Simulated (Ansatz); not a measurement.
# SnO2 (Cassiterite): the cost of one run

Program: Ansatz 0.2.0. Level of theory: plane waves, PAW. These are calculated values, not measurements.

1 further run of the same task is left out (it didn't finish).

## (1) Starting point

Symmetry: P4_2/mnm, No. 136, tetragonal system. The conventional cell has a = 4.760 Å, b = 4.760 Å, c = 3.200 Å, α = 90.00°, β = 90.00°, γ = 90.00°. Around Sn (site symmetry mmm) lie 6 O at 2.06 to 2.07 Å. O (site symmetry m2m) has 3 Sn at 2.06 to 2.07 Å as nearest neighbours.

Coordinates:

```cif
data_structure
_symmetry_space_group_name_H-M 'P 1'
_symmetry_Int_Tables_number 1
_cell_length_a 4.7605
_cell_length_b 4.7605
_cell_length_c 3.2002
_cell_angle_alpha 90.000
_cell_angle_beta 90.000
_cell_angle_gamma 90.000
_cell_volume 72.52
loop_
_atom_site_label
_atom_site_type_symbol
_atom_site_fract_x
_atom_site_fract_y
_atom_site_fract_z
_atom_site_occupancy
Sn1 Sn 0.00000 0.00000 0.00000 1
Sn2 Sn 0.50000 0.50000 0.50000 1
O1 O 0.30588 0.30588 0.00000 1
O2 O 0.19412 0.80588 0.50000 1
O3 O 0.69412 0.69412 0.00000 1
O4 O 0.80588 0.19412 0.50000 1
```

The cell was relaxed beforehand with r2SCAN; those runs aren't shown. No run includes spin-orbit coupling, which matters for Sn.

## (2) PBE, anion s p, 4×4×6

input.yaml

```yaml
crystal:
  lattice:
    - [4.7604949051, 0.0, 0.0]
    - [0.0, 4.7604949051, 0.0]
    - [0.0, 0.0, 3.2001628086]
  atoms:
    - { symbol: Sn, position: [0.0, 0.0, 0.0] }
    - { symbol: Sn, position: [0.5, 0.5, 0.5] }
    - { symbol: O, position: [0.3058809152, 0.3058809152, 0.0] }
    - { symbol: O, position: [0.1941190848, 0.8058809152, 0.5] }
    - { symbol: O, position: [0.6941190848, 0.6941190848, 0.0] }
    - { symbol: O, position: [0.8058809152, 0.1941190848, 0.5] }
kpoints:
  mp_grid: { grid: [4, 4, 6] }
  band_path:
    path:
      - [[0.0, 0.0, 0.0], [7.806533355026e-51, 0.5, 0.0], [0.5, 0.5, 0.0], [0.0, 0.0, 0.0], [0.0, 0.0, 0.5], [7.806533355026e-51, 0.5, 0.5], [0.5, 0.5, 0.5], [0.0, 0.0, 0.5]]
      - [[7.806533355026e-51, 0.5, 0.0], [7.806533355026e-51, 0.5, 0.5]]
      - [[0.5, 0.5, 0.0], [0.5, 0.5, 0.5]]
    npoints: 10
hamiltonian:
  xc: pbe
scf:
  occupations: { method: fixed }
  n_extra_bands: 6
output:
  forces: false
  stress: false
  eigenvalues: true
  wannier:
    kmesh: [4, 4, 6]
    projections: [{ species: O, l: s, shell: 2 }, { species: O, l: p, shell: 2 }]
    minimise: true
    write_hr: true
    conv_tol: 1.0e-08
    max_iter: 3000
```

The run is started by

```bash
> ansatz run input.yaml --threads 4 --pin off --max-ram 5529MiB --backend cpu --events-out ev --progress --plain --runs-dir out
```

**Question.** How long does this run take on 4 threads of Arm Neoverse V1, shared host, and how much memory does it need?

About 3.8 s, with a peak of 0.36 GiB.
